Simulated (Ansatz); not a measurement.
# BH2F + H2: a complex and its separated parts, part 2 of 2

Ansatz 0.2.0, Gaussian basis.

## Step 14: wB97X-V/def2-TZVPP

The inputs:

parta/in.yaml

```yaml
crystal:
  periodic: [false, false, false]
  atoms:
    - {symbol: B, position_ang: [-0.009328, 0.498056, -0.799264]}
    - {symbol: F, position_ang: [1.300784, 0.628513, -0.783042]}
    - {symbol: H, position_ang: [-0.469405, -0.451958, -1.364782]}
    - {symbol: H, position_ang: [-0.661413, 1.337357, -0.247570]}
basis:
  gaussian: {orbitals: def2-TZVPP}
hamiltonian: {xc: {name: wB97X-V}}
```

partb/in.yaml

```yaml
crystal:
  periodic: [false, false, false]
  atoms:
    - {symbol: H, position_ang: [0.290993, -0.984183, 1.626233]}
    - {symbol: H, position_ang: [-0.451631, -1.027686, 1.568425]}
basis:
  gaussian: {orbitals: def2-TZVPP}
hamiltonian: {xc: {name: wB97X-V}}
```

The same command starts each run, in its folder.

Started as:

```sh
ansatz run in.yaml --threads 2 --pin off --events-out ev --progress --plain --max-ram 4352MiB
```

Output in parta, shortened:

```text
Functional definition: wB97X-V
  name "wB97X-V"
  cite "Mardirossian & Head-Gordon, Phys. Chem. Chem. Phys. 16, 9904 (2014) doi:10.1039/C3CP54374A"
  cite "Becke, J. Chem. Phys. 107, 8554 (1997) doi:10.1063/1.475007"
  cite "Vydrov & Van Voorhis, J. Chem. Phys. 133, 244103 (2010) doi:10.1063/1.3521275"
[...]
      + integral(e_c_pw_opposite_spin*poly(b97_u_opposite, cos0, cos1)) + vv10(b, c)
443 factors; their error is unknown
115 factors; integrals over basis functions are off by at most 1.9e-5 eV
[...]
mean field -3426.93222010 eV, -125.9374362307 hartree, gradient 3.1e-5 eV, S^2 0.000000; 0 other end points of the search recorded, 0 dependent functions left out
reference -3426.93221861 eV, -125.9374361757 hartree; 8, 8 occupied and 82, 82 virtual orbitals, 443 factors
Total energy: -3426.93221861 eV, -125.9374361757 hartree
```

partb printed, shortened:

```text
[... 5 set-up lines as earlier in the session ...]
[...]
      + integral(e_c_pw_opposite_spin*poly(b97_u_opposite, cos0, cos1)) + vv10(b, c)
118 factors; their error is unknown
42 factors; integrals over basis functions are off by at most 3.0e-5 eV
[...]
mean field -31.90860296 eV, -1.1726195305 hartree, gradient 8.8e-5 eV, S^2 0.000000; 0 other end points of the search recorded, 0 dependent functions left out
reference -31.90860196 eV, -1.1726194938 hartree; 1, 1 occupied and 27, 27 virtual orbitals, 118 factors
Total energy: -31.90860196 eV, -1.1726194938 hartree
```

Times: 1.3 s (parta), 0.2 s (partb) on 2 threads of Arm Neoverse V2, shared host.

## Step 15: wB97M-V/def2-TZVPP

Each input of step 14 (parta, partb) changes in the same lines:

```diff
-hamiltonian: {xc: {name: wB97X-V}}
+hamiltonian: {xc: {name: wB97M-V}}
```

Each run has its own folder and the same command.

Started as:

```sh
ansatz run in.yaml --threads 2 --pin off --events-out ev --progress --plain --max-ram 4352MiB
```

Output in parta, shortened:

```text
Functional definition: wB97M-V
  name "wB97M-V"
  cite "Mardirossian & Head-Gordon, J. Chem. Phys. 144, 214110 (2016) doi:10.1063/1.4952647"
[... 2 set-up lines as earlier in the session ...]
  # Of w^i u^j: cxij and so on, Table III.
[...]
  gx(w, u) = 1 - cx + cx01*u + cx10*w
[...]
      + integral(e_c_pw_mod_opposite_spin*gos(b97_w_opposite, b97_u_opposite)) + vv10(b, c)
443 factors; their error is unknown
115 factors; integrals over basis functions are off by at most 1.9e-5 eV
[...]
mean field -3426.84121597 eV, -125.9340918906 hartree, gradient 2.9e-5 eV, S^2 0.000000; 0 other end points of the search recorded, 0 dependent functions left out
reference -3426.84125317 eV, -125.9340932575 hartree; 8, 8 occupied and 82, 82 virtual orbitals, 443 factors
Total energy: -3426.84125317 eV, -125.9340932575 hartree
```

Log of partb, shortened:

```text
[... 5 set-up lines as earlier in the session ...]
  # Of w^i u^j: cxij and so on, Table III.
[...]
  gx(w, u) = 1 - cx + cx01*u + cx10*w
[...]
      + integral(e_c_pw_mod_opposite_spin*gos(b97_w_opposite, b97_u_opposite)) + vv10(b, c)
118 factors; their error is unknown
42 factors; integrals over basis functions are off by at most 3.0e-5 eV
[...]
mean field -31.60112120 eV, -1.1613197843 hartree, gradient 7.4e-6 eV, S^2 0.000000; 0 other end points of the search recorded, 0 dependent functions left out
reference -31.60114546 eV, -1.1613206757 hartree; 1, 1 occupied and 27, 27 virtual orbitals, 118 factors
Total energy: -31.60114546 eV, -1.1613206757 hartree
```

Times: 1.4 s (parta), 0.25 s (partb) on 2 threads of Arm Neoverse V2, shared host.

## Step 16: B2PLYP/def2-TZVPP

Each input of step 15 (parta, partb) changes in the same lines:

```diff
-hamiltonian: {xc: {name: wB97M-V}}
+hamiltonian: {xc: {name: B2PLYP}}
```

Each run has its own folder and the same command.

Started as:

```sh
ansatz run in.yaml --threads 2 --pin off --events-out ev --progress --plain --max-ram 4352MiB
```

parta printed, shortened:

```text
Functional definition: B2PLYP
  name "B2PLYP"
  cite "Grimme, J. Chem. Phys. 124, 034108 (2006) doi:10.1063/1.2148954"
[... 2 set-up lines as earlier in the session ...]
[...]
552 factors; integrals over basis functions are off by at most 1.6e-3 eV
[...]
mean field -3422.80073863 eV, -125.7856070870 hartree, gradient 4.8e-6 eV, S^2 0.000000; 0 other end points of the search recorded, 0 dependent functions left out
2 core orbitals not correlated: weight in the atoms' cores, before any rotation towards them, 1.000 or more for the frozen orbitals, at most 0.000 for the correlated occupied ones
reference -3422.80085807 eV, -125.7856114765 hartree; 6, 6 occupied and 82, 82 virtual orbitals, 552 factors
second order -11.48982763 eV of doubles, -0.00000000 eV of singles
Total energy: -3425.90311153 eV, -125.8996171884 hartree
```

Log of partb, shortened:

```text
[... 5 set-up lines as earlier in the session ...]
[...]
145 factors; integrals over basis functions are off by at most 7.3e-4 eV
[...]
mean field -31.55850070 eV, -1.1597535095 hartree, gradient 1.0e-6 eV, S^2 0.000000; 0 other end points of the search recorded, 0 dependent functions left out
reference -31.55859011 eV, -1.1597567954 hartree; 1, 1 occupied and 27, 27 virtual orbitals, 145 factors
second order -1.02365696 eV of doubles, -0.00000000 eV of singles
Total energy: -31.83497749 eV, -1.1699138443 hartree
```

Times: 0.7 s (parta), 0.15 s (partb) on 2 threads of Arm Neoverse V2, shared host.

## Step 17: PBE-QIDH/def2-TZVPP

Each input of step 16 (parta, partb) changes in the same lines:

```diff
-hamiltonian: {xc: {name: B2PLYP}}
+hamiltonian: {xc: {name: PBE-QIDH}}
```

One command serves all of them, each in its own folder.

Started as:

```sh
ansatz run in.yaml --threads 2 --pin off --events-out ev --progress --plain --max-ram 4352MiB
```

Log of parta, shortened:

```text
Functional definition: PBE-QIDH
  name "PBE-QIDH"
  cite "Brémond, Sancho-García, Pérez-Jiménez & Adamo, J. Chem. Phys. 141, 031101 (2014) doi:10.1063/1.4890314"
[... 1 set-up line as earlier in the session ...]
[...]
552 factors; integrals over basis functions are off by at most 1.6e-3 eV
[...]
mean field -3420.36896689 eV, -125.6962411237 hartree, gradient 4.5e-6 eV, S^2 0.000000; 0 other end points of the search recorded, 0 dependent functions left out
2 core orbitals not correlated: weight in the atoms' cores, before any rotation towards them, 1.000 or more for the frozen orbitals, at most 0.000 for the correlated occupied ones
reference -3420.36897600 eV, -125.6962414586 hartree; 6, 6 occupied and 82, 82 virtual orbitals, 552 factors
second order -10.73874413 eV of doubles, -0.00000000 eV of singles
Total energy: -3423.94855738 eV, -125.8277886478 hartree
```

partb printed, shortened:

```text
[... 4 set-up lines as earlier in the session ...]
[...]
145 factors; integrals over basis functions are off by at most 7.3e-4 eV
[...]
mean field -31.52726071 eV, -1.1586054612 hartree, gradient 1.4e-6 eV, S^2 0.000000; 0 other end points of the search recorded, 0 dependent functions left out
reference -31.52726713 eV, -1.1586056971 hartree; 1, 1 occupied and 27, 27 virtual orbitals, 145 factors
second order -0.95920032 eV of doubles, -0.00000000 eV of singles
Total energy: -31.84700057 eV, -1.1703556843 hartree
```

They took 0.7 s (parta), 0.15 s (partb) on 2 threads of Arm Neoverse V2, shared host.

## Step 18: RPA on PBE/def2-TZVPP

Each input of step 17 (parta, partb) changes in the same lines:

```diff
-hamiltonian: {xc: {name: PBE-QIDH}}
+hamiltonian: {xc: pbe}
+correlation: {method: rpa}
```

Each run has its own folder and the same command.

Started as:

```sh
ansatz run in.yaml --threads 2 --pin off --events-out ev --progress --plain --max-ram 4352MiB
```

parta printed, shortened:

```text
[... 4 set-up lines as earlier in the session ...]
[...]
552 factors; integrals over basis functions are off by at most 1.6e-3 eV
[...]
mean field -3424.05696937 eV, -125.8317727153 hartree, gradient 2.3e-6 eV, S^2 0.000000; 0 other end points of the search recorded, 0 dependent functions left out
2 core orbitals not correlated: weight in the atoms' cores, before any rotation towards them, 1.000 or more for the frozen orbitals, at most 0.000 for the correlated occupied ones
reference -3411.15633614 eV, -125.3576831884 hartree; 6, 6 occupied and 82, 82 virtual orbitals, 552 factors
Total energy: -3426.89055866 eV, -125.9359052009 hartree
```

partb printed, shortened:

```text
[... 4 set-up lines as earlier in the session ...]
[...]
145 factors; integrals over basis functions are off by at most 7.3e-4 eV
[...]
mean field -31.73221227 eV, -1.1661372921 hartree, gradient 1.4e-6 eV, S^2 0.000000; 0 other end points of the search recorded, 0 dependent functions left out
reference -30.80641482 eV, -1.1321148631 hartree; 1, 1 occupied and 27, 27 virtual orbitals, 145 factors
Total energy: -32.86230668 eV, -1.2076674955 hartree
```

Times: 0.75 s (parta), 0.15 s (partb) on 2 threads of Arm Neoverse V2, shared host.

## Step 19: CCSD(T)/def2-TZVPP

The same edit goes into each in.yaml of step 18 (parta, partb):

```diff
-hamiltonian: {xc: pbe}
-correlation: {method: rpa}
+correlation: {method: ccsd_t}
```

One command serves all of them, each in its own folder.

Started as:

```sh
ansatz run in.yaml --threads 2 --pin off --events-out ev --progress --plain --max-ram 4352MiB
```

parta printed, shortened:

```text
Functional definition: HF
  name "HF"
  cite "Fock, Z. Phys. 61, 126 (1930) doi:10.1007/BF01340294"
[... 1 set-up line as earlier in the session ...]
[...]
552 factors; integrals over basis functions are off by at most 1.6e-3 eV
[...]
mean field -3411.75713712 eV, -125.3797622171 hartree, gradient 2.7e-6 eV, S^2 0.000000; 0 other end points of the search recorded, 0 dependent functions left out
2 core orbitals not correlated: weight in the atoms' cores, before any rotation towards them, 1.000 or more for the frozen orbitals, at most 0.000 for the correlated occupied ones
reference -3411.75713712 eV, -125.3797622171 hartree; 6, 6 occupied and 82, 82 virtual orbitals, 552 factors
second order -9.66431999 eV of doubles, -0.00000000 eV of singles
cycle   1  -9.78646086 eV  change   -1.2e-1 eV  update   6.8e-2
[...]
cycle   9  -10.06267964 eV  change   -7.5e-6 eV  update   6.9e-6
perturbative correction -0.27100213 eV, -0.0099591447 hartree
Total energy: -3422.09081890 eV, -125.7595180180 hartree
```

Output in partb, shortened:

```text
[... 4 set-up lines as earlier in the session ...]
[...]
145 factors; integrals over basis functions are off by at most 7.3e-4 eV
[...]
mean field -30.82771778 eV, -1.1328977325 hartree, gradient 4.2e-7 eV, S^2 0.000000; 0 other end points of the search recorded, 0 dependent functions left out
reference -30.82771778 eV, -1.1328977325 hartree; 1, 1 occupied and 27, 27 virtual orbitals, 145 factors
second order -0.86257185 eV of doubles, -0.00000000 eV of singles
cycle   1  -1.00722475 eV  change   -1.4e-1 eV  update   2.6e-2
[...]
cycle   7  -1.07306971 eV  change    6.9e-7 eV  update   4.2e-7
perturbative correction -0.00000000 eV, -0.0000000000 hartree
Total energy: -31.90078749 eV, -1.1723323170 hartree
```

Times: 1.1 s (parta), 0.15 s (partb) on 2 threads of Arm Neoverse V2, shared host.

## Step 20: Vibrations of BH2F

Input file vib-parta/in.yaml:

```yaml
crystal:
  periodic: [false, false, false]
  atoms:
    - {symbol: B, position_ang: [-0.009328, 0.498056, -0.799264]}
    - {symbol: F, position_ang: [1.300784, 0.628513, -0.783042]}
    - {symbol: H, position_ang: [-0.469405, -0.451958, -1.364782]}
    - {symbol: H, position_ang: [-0.661413, 1.337357, -0.247570]}
basis:
  gaussian: {orbitals: def2-TZVP}
hamiltonian: {xc: pbe0, dispersion: d4}
phonons: {temperatures: {t_min: 298.15, t_max: 900, t_step: 200}}
```

Started as:

```sh
ansatz run in.yaml --threads 2 --pin off --events-out ev --progress --plain --max-ram 4352MiB
```

Log, shortened:

```text
[... 5 set-up lines as earlier in the session ...]
[...]
413 factors; their error is unknown
[...]
mean field -3424.29759751 eV, -125.8406156362 hartree, gradient 1.3e-5 eV, S^2 0.000000; 0 other end points of the search recorded, 0 dependent functions left out
[...]
Atom 1 at     1.300784     0.628513    -0.783042 Å, force     0.000262    -0.000017     0.000073 eV/Å
Atom 2 at    -0.469405    -0.451958    -1.364782 Å, force    -0.000048     0.000074     0.000162 eV/Å
Atom 3 at    -0.661413     1.337357    -0.247570 Å, force    -0.000021    -0.000183     0.000001 eV/Å
Dipole moment:    -0.151841    -0.015125    -0.001872 e Å
Vibrations: 1017.04 1078.77 1180.35 1362.80 2573.80 2677.80 cm⁻¹, zero-point energy 0.613137 eV
```

Wall time 3.9 s (2 threads of Arm Neoverse V2, shared host).

The modes, with what each moves most:

| mode | wavenumber (cm⁻¹) | character |
| --- | --- | --- |
| 1 | 1017 | bend |
| 2 | 1079 | out-of-plane bend |
| 3 | 1180 | bend with B–F stretch |
| 4 | 1363 | B–F stretch with bend |
| 5 | 2574 | B–H stretch |
| 6 | 2678 | B–H stretch |

Vibrational sums (real modes only):

| T (K) | entropy (J/mol/K) | heat capacity (J/mol/K) |
| --- | --- | --- |
| 298 | 0.9 | 4.2 |
| 498 | 5.5 | 14.7 |
| 698 | 11.9 | 23.3 |
| 898 | 18.6 | 29.6 |

## Step 21: Vibrations of H2

Input file vib-partb/in.yaml:

```yaml
crystal:
  periodic: [false, false, false]
  atoms:
    - {symbol: H, position_ang: [0.290993, -0.984183, 1.626233]}
    - {symbol: H, position_ang: [-0.451631, -1.027686, 1.568425]}
basis:
  gaussian: {orbitals: def2-TZVP}
hamiltonian: {xc: pbe0, dispersion: d4}
phonons: {temperatures: {t_min: 298.15, t_max: 900, t_step: 200}}
```

Started as:

```sh
ansatz run in.yaml --threads 2 --pin off --events-out ev --progress --plain --max-ram 4352MiB
```

Log, shortened:

```text
[... 5 set-up lines as earlier in the session ...]
[...]
88 factors; their error is unknown
[...]
mean field -31.78865274 eV, -1.1682114411 hartree, gradient 1.8e-5 eV, S^2 0.000000; 0 other end points of the search recorded, 0 dependent functions left out
[...]
reference -31.78855802 eV, -1.1682079603 hartree; 1, 1 occupied and 11, 11 virtual orbitals, 88 factors
Total energy: -31.79027515 eV, -1.1682710636 hartree
Atom 0 at     0.290993    -0.984183     1.626233 Å, force    -0.000832    -0.000049    -0.000065 eV/Å
Atom 1 at    -0.451631    -1.027686     1.568425 Å, force     0.000832     0.000049     0.000065 eV/Å
Dipole moment:     0.000000     0.000000     0.000000 e Å
Vibrations: 4414.74 cm⁻¹, zero-point energy 0.273679 eV
```

It took 0.25 s on 2 threads of Arm Neoverse V2, shared host.

Wavenumbers and character of the modes:

| mode | wavenumber (cm⁻¹) | character |
| --- | --- | --- |
| 1 | 4415 | H–H stretch |

Vibrational sums (real modes only):

| T (K) | entropy (J/mol/K) | heat capacity (J/mol/K) |
| --- | --- | --- |
| 298 | 0.0 | 0.0 |
| 498 | 0.0 | 0.0 |
| 698 | 0.0 | 0.1 |
| 898 | 0.1 | 0.4 |

## Step 22: Complex less separated parts

The complex's own energies come from single points at the same levels.

Rows are in def2-TZVPP; times add the 3 runs of a level on a shared host, so small differences are noise.

Differences are taken before rounding.

| method | rung | complex less parts (kcal/mol) | from CCSD(T) (kcal/mol) | time |
| --- | --- | --- | --- | --- |
| SPW92 | LDA | -1.63 | -1.16 | 0.75 s |
| PBE-D4 | GGA | -0.78 | -0.31 | 1.1 s |
| BLYP-D4 | GGA | -0.29 | +0.18 | 1.1 s |
| r2SCAN-D4 | meta-GGA | -0.53 | -0.06 | 2.3 s |
| B97M-V | meta-GGA | -0.63 | -0.17 | 4.5 s |
| PBE0-D4 | hybrid | -0.69 | -0.22 | 1.2 s |
| B3LYP-D4 | hybrid | -0.43 | +0.04 | 1.2 s |
| r2SCAN0-D4 | hybrid | -0.60 | -0.13 | 2.2 s |
| BHLYP-D4 | hybrid | -0.54 | -0.07 | 1.1 s |
| CAM-B3LYP-D4 | range-separated hybrid | -0.57 | -0.10 | 1.2 s |
| wB97X-V | range-separated hybrid | -0.63 | -0.16 | 3.6 s |
| wB97M-V | range-separated hybrid | -0.59 | -0.12 | 3.7 s |
| B2PLYP | double hybrid | -0.16 | +0.31 | 1.8 s |
| PBE-QIDH | double hybrid | -0.42 | +0.05 | 1.8 s |
| RPA on PBE | RPA | -0.18 | +0.29 | 1.9 s |
| Hartree-Fock | wavefunction | 0.23 | +0.70 |  |
| MP2 | wavefunction | -0.43 | +0.04 |  |
| CCSD | wavefunction | -0.40 | +0.07 |  |
| CCSD(T) | wavefunction | -0.47 | 0 | 4.2 s |

Among the levels timed on like hardware and quicker than the yardstick, those that no quicker one beats, quickest first: SPW92 (0.75 s, -1.16 kcal/mol); BLYP-D4 (1.1 s, +0.18 kcal/mol); BHLYP-D4 (1.1 s, -0.07 kcal/mol); B3LYP-D4 (1.2 s, +0.04 kcal/mol).

For cost: B3LYP-D4 gets within 0.04 kcal/mol in 1.2 s, where CCSD(T) took 4.2 s; the quickest level in the cost chart, SPW92, takes 0.75 s and misses by 1.16 kcal/mol.

The complex's zero-point energy, from a separate PBE0-D4 run, is 0.927 eV.

## Step 23: Summary of results

What follows sums up all 2 parts.

| quantity | value |
| --- | --- |
| complex less parts, CCSD(T)/def2-TZVPP | -0.47 kcal/mol |
| with zero-point energy | +0.45 kcal/mol |
| largest T1 diagnostic | 0.013 |

At CCSD(T) the complex lies 0.47 kcal/mol below its parts. The functionals run from B3LYP-D4, off by +0.04 kcal/mol, to SPW92, off by -1.16 kcal/mol, against CCSD(T). By rung, the mean size of the error is: LDA 1.16, GGA 0.25, meta-GGA 0.11, hybrid 0.12, range-separated hybrid 0.13, double hybrid 0.18 kcal/mol. PBE-D4 gives a relative energy 0.31 kcal/mol too low, an error of 67 % of the reference. The complex's frequency run has imaginary modes: the structure is no minimum, so both the energy and the zero-point correction are in doubt. No counterpoise was applied, and triple zeta lacks some correlation, so the CCSD(T) reference has a basis error of its own, and close matches with it are partly luck.
